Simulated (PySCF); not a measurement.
# KCl (SMILES [Cl][K]) at CCSD(T)/def2-TZVPPD

What is the vertical singlet–triplet gap of KCl at CCSD(T)/def2-TZVPPD? Input form: a Python script.

The calculation is run with PySCF 2.14.0.

5 further runs of the same task are left out: 1 that didn't finish, 4 set aside as unsound or not needed.

### 1 Starting point

KCl: 2 atoms, total charge 0, spin state singlet. As SMILES, `[Cl][K]`. The shape is that of a PBE0-D4/def2-TZVP optimisation.

Bond lengths: Cl1–K2 2.684 Å.

### 2 A single-point energy at CCSD(T)/def2-TZVPPD

calc.py reads:

```python
# [Cl][K]
from pyscf import gto, scf, cc

mol = gto.M(
    atom='Cl 1.142550 -0.405560 0.575750; K -1.142550 0.405560 -0.575750',
    max_memory=1860,
    charge=0,
    verbose=3,
    basis='def2-tzvppd',
)

mf = scf.RHF(mol)
mf.conv_tol = 1e-10
mf.kernel()
if not mf.converged:
    mf = mf.newton().run(mf.mo_coeff, mf.mo_occ)

mycc = cc.CCSD(mf, frozen=10)
mycc.kernel()
e_t = mycc.ccsd_t()
e_final = mycc.e_tot + e_t
print('E = %.10f Eh' % e_final)
```

Run with:

```console
$ OMP_NUM_THREADS=1 python calc.py
```

What it wrote:

```text
converged SCF energy = -1058.74836322622
E(CCSD) = -1059.134431491039  E_corr = -0.3860682648146058
CCSD(T) correction = -0.0109216394033946
E = -1059.1453531304 Eh
```

It took 22 s on 1 thread of Arm Neoverse N1, shared host; peak memory 0.36 GiB.

### 3 The triplet

calc.py reads:

```python
from pyscf import gto, cc

system = gto.M(
    atom='Cl 1.142550 -0.405560 0.575750; K -1.142550 0.405560 -0.575750',
    spin=2,
    verbose=4,
    max_memory=1860,
    basis='def2-tzvppd',
)

myscf = system.UHF()
myscf.conv_tol = 1e-10
myscf.kernel()
if not myscf.converged:
    myscf = myscf.newton().run(myscf.mo_coeff, myscf.mo_occ)

mycc = cc.CCSD(myscf, frozen=10)
mycc.kernel()
e_t = mycc.ccsd_t()
energy = mycc.e_tot + e_t
print('E(%s) = %.9f' % ('CCSD(T)', energy))
```

Run with:

```console
$ OMP_NUM_THREADS=1 python calc.py
```

What it wrote:

```text
PySCF version 2.14.0

[INPUT] num. atoms = 2
[INPUT] num. electrons = 36
[INPUT] charge = 0
[INPUT] spin (= nelec alpha-beta = 2S) = 2
[INPUT] symmetry False subgroup None
[INPUT] Mole.unit = angstrom
[INPUT] Symbol           X                Y                Z      unit          X                Y                Z       unit  Magmom
[INPUT]  1 Cl     1.142550000000  -0.405560000000   0.575750000000 AA    2.159106583622  -0.766397327079   1.088009816218 Bohr   0.0
[INPUT]  2 K     -1.142550000000   0.405560000000  -0.575750000000 AA   -2.159106583622   0.766397327079  -1.088009816218 Bohr   0.0

nuclear repulsion = 63.6751665838973
number of shells = 31
number of NR pGTOs = 140
number of NR cGTOs = 87
basis = def2-tzvppd
ecp = {}

[... 19 lines left out ...]
WARN: beta  nocc = 17  HOMO -0.458291305315934 >= LUMO -0.457958001658408
[... 1 line left out ...]
WARN: HOMO -0.0478836990446965 >= LUMO -0.457958001658408
[... 50 lines left out ...]
converged SCF energy = -1058.60293969082  <S^2> = 2.010349  2S+1 = 3.0068914
[... 12 lines left out ...]
Init t2, MP2 energy = -0.324419615584276
[... 15 lines left out ...]
UCCSD converged
[... 2 lines left out ...]
E(CCSD(T)) = -1058.970763718
```

It took 1.9 min on 1 thread of Arm Neoverse N1, shared host; peak memory 1.6 GiB.

### 4 What came out

At CCSD(T)/def2-TZVPPD, 10 core orbitals frozen:

| quantity | value |
| --- | --- |
| singlet: total energy | -1059.14535 Eh |
| singlet: dipole moment (Hartree–Fock density) | 10.72 D |
| singlet: HOMO energy (Hartree–Fock orbitals) | -9.13 eV |
| singlet: LUMO energy (Hartree–Fock orbitals) | -0.35 eV |
| singlet: HOMO–LUMO gap (Hartree–Fock orbitals) | 8.78 eV |
| singlet: correlation energy (10 core orbitals frozen) | -397.0 mEh |
| singlet: (T) correction | -10.92 mEh |
| singlet: T1 diagnostic | 0.006 |
| triplet: total energy | -1058.97076 Eh |
| triplet: dipole moment (Hartree–Fock density) | 3.69 D |
| triplet: HOMO energy (Hartree–Fock orbitals) (highest over α and β) | -3.77 eV |
| triplet: LUMO energy (Hartree–Fock orbitals) (lowest over α and β) | -2.47 eV |
| triplet: correlation energy (10 core orbitals frozen) | -367.8 mEh |
| triplet: (T) correction | -8.72 mEh |
| triplet: ⟨S²⟩ of the reference determinant | 2.010 |
| triplet: T1 diagnostic | 0.017 |
| vertical energy of the triplet above the singlet | 4.751 eV |

In words: At this shape the triplet lies 4.75 eV (458 kJ/mol) above the singlet. The triples (singlet) make up 2.8 % of the correlation energy. The triples (triplet) make up 2.4 % of the correlation energy.
